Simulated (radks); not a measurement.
**Nuclear size and the levels of Dy²⁺**

Aim: how the total energy, the levels and the density at the nucleus of Dy²⁺ respond when the nuclear radius is scaled.

Program: radks (a radial shooting solver on a logarithmic mesh, Libxc functionals) version 1. Level of theory: Dirac Kohn-Sham, PBE, spin-unpolarised, spherical densities, finite nucleus; open shells fill j = l - 1/2 first. These are calculated values, not measurements, unless marked.

## (1) The system

- element: dysprosium (Z = 66)
- charge: +2
- electrons: 64
- configuration: [Xe] 4f10
- nuclear rms radius: 5.2218 fm

## (2) rms radius 5.2218 fm

Settings of this run:

```text
Z 66
configuration [Xe] 4f10 6s0 5d0
relativity Dirac
functional pbe,pbe
spin unpolarised
j_filling energy
nucleus finite rms 5.2218 fm
c 137.035999084
```

## (3) rms radius 4.5952 fm

Settings, as their differences from step 2:

```diff
@@ -6,3 +6,3 @@
 j_filling energy
-nucleus finite rms 5.2218 fm
+nucleus finite rms 4.5952 fm
 c 137.035999084
```

## (4) rms radius 5.0129 fm

Settings, as their differences from step 3:

```diff
@@ -6,3 +6,3 @@
 j_filling energy
-nucleus finite rms 4.5952 fm
+nucleus finite rms 5.0129 fm
 c 137.035999084
```

## (5) rms radius 5.4933 fm

Settings, as their differences from step 4:

```diff
@@ -6,3 +6,3 @@
 j_filling energy
-nucleus finite rms 5.0129 fm
+nucleus finite rms 5.4933 fm
 c 137.035999084
```

## (6) rms radius 6.4803 fm

Settings, as their differences from step 5:

```diff
@@ -6,3 +6,3 @@
 j_filling energy
-nucleus finite rms 5.4933 fm
+nucleus finite rms 6.4803 fm
 c 137.035999084
```

**Question.** What will these runs give? Wanted: for each run, rms radius; total energy shift; density at nucleus; 1s1/2 shift; 2s1/2 shift; 5s1/2 shift; 5p1/2 shift; 6s1/2 shift.

The runs gave:

```csv
rms radius (fm),total energy shift (eV),density at nucleus (e/bohr³),1s1/2 shift (meV),2s1/2 shift (meV),5s1/2 shift (meV),5p1/2 shift (meV),6s1/2 shift (meV)
4.5952,-5.91,7.664e+05,-2428,-319,-2.60,0.0548,-0.363
5.0129,-2.03,7.485e+05,-835,-110,-0.892,0.0188,-0.125
5.2218,0,7.402e+05,0,0,0,0,0
5.4933,2.73,7.301e+05,1122,147,1.20,-0.0253,0.168
6.4803,13.5,6.98e+05,5544,727,5.92,-0.125,0.828
```

**Reading.** Shifts are against the first run. Over the range the 1s1/2 level moves by 7.97 eV and the 6s1/2 level by 1.19 meV. A larger nucleus binds the 1s electrons less and lowers the density at its centre. These are shifts of eigenvalues, not the field shifts of spectral lines.
